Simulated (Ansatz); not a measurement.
# FeBiOs3: the cost of one run

Program: Ansatz 0.2.0. Level of theory: reference: DFT PBE, plane waves, PAW, scalar-relativistic, no spin polarisation. These are calculated values, not measurements.

## Step 1: The starting structure

It takes space group R3c (No. 161, trigonal). Conventional cell: a = 6.152 Å, b = 6.152 Å, c = 15.268 Å, α = 90.00°, β = 90.00°, γ = 120.00°. Bi (site symmetry 3) has 6 Os at 2.55 to 2.78 Å as nearest neighbours. Around Fe (site symmetry 3) lie 6 Os at 2.14 to 2.33 Å. Around Os (site symmetry 1) lie 2 Fe at 2.14 to 2.33 Å.

Coordinates:

```
CELL_PARAMETERS angstrom
3.07609 5.32794 0.00000
-3.07609 5.32794 0.00000
0.00000 -3.55196 5.08937
ATOMIC_POSITIONS crystal
Bi 0.00000 0.00000 0.00000
Bi 0.50000 0.50000 0.50000
Fe 0.22120 0.22120 0.66360
Fe 0.72120 0.72120 0.16360
Os 0.39730 0.52330 0.86290
Os 0.94230 0.39730 0.86290
Os 0.52330 0.94230 0.86290
Os 0.44230 0.02330 0.36290
Os 0.02330 0.89730 0.36290
Os 0.89730 0.44230 0.36290
```

## Step 2: Baseline

Contents of input.yaml:

```yaml
crystal:
  lattice:
    - [3.076088, 5.327936, 0.0]
    - [-3.076088, 5.327936, 0.0]
    - [0.0, -3.551958, 5.089374]
  atoms:
    - { symbol: Bi, position: [0.0, 0.0, 0.0] }
    - { symbol: Bi, position: [0.5, 0.5, 0.5] }
    - { symbol: Fe, position: [0.2212, 0.2212, 0.6636] }
    - { symbol: Fe, position: [0.7212, 0.7212, 0.1636] }
    - { symbol: Os, position: [0.3973, 0.5233, 0.8629] }
    - { symbol: Os, position: [0.9423, 0.3973, 0.8629] }
    - { symbol: Os, position: [0.5233, 0.9423, 0.8629] }
    - { symbol: Os, position: [0.4423, 0.0233, 0.3629] }
    - { symbol: Os, position: [0.0233, 0.8973, 0.3629] }
    - { symbol: Os, position: [0.8973, 0.4423, 0.3629] }
  symmetry: { tolerance: 0.0003 }
kpoints:
  mp_grid: { grid: [4, 4, 4], shift: [0, 0, 0] }
magnetization:
  spin_polarized: false
scf:
  occupations: { method: fermi_dirac, width: 0.0618 }
hamiltonian:
  pseudopotentials: { kind: paw }
  xc: pbe
basis:
  ecutwfc: 420
output:
  forces: true
  stress: true
  eigenvalues: true
```

The run is started by

```sh
> ansatz run input.yaml --threads 1 --pin off --max-ram 2560MiB --backend cpu --events-out ev --progress --plain --runs-dir out
```

Q: Estimate wall time and peak memory on 1 thread of Arm Neoverse V1, shared host.

About 20 s, with a peak of 0.51 GiB.
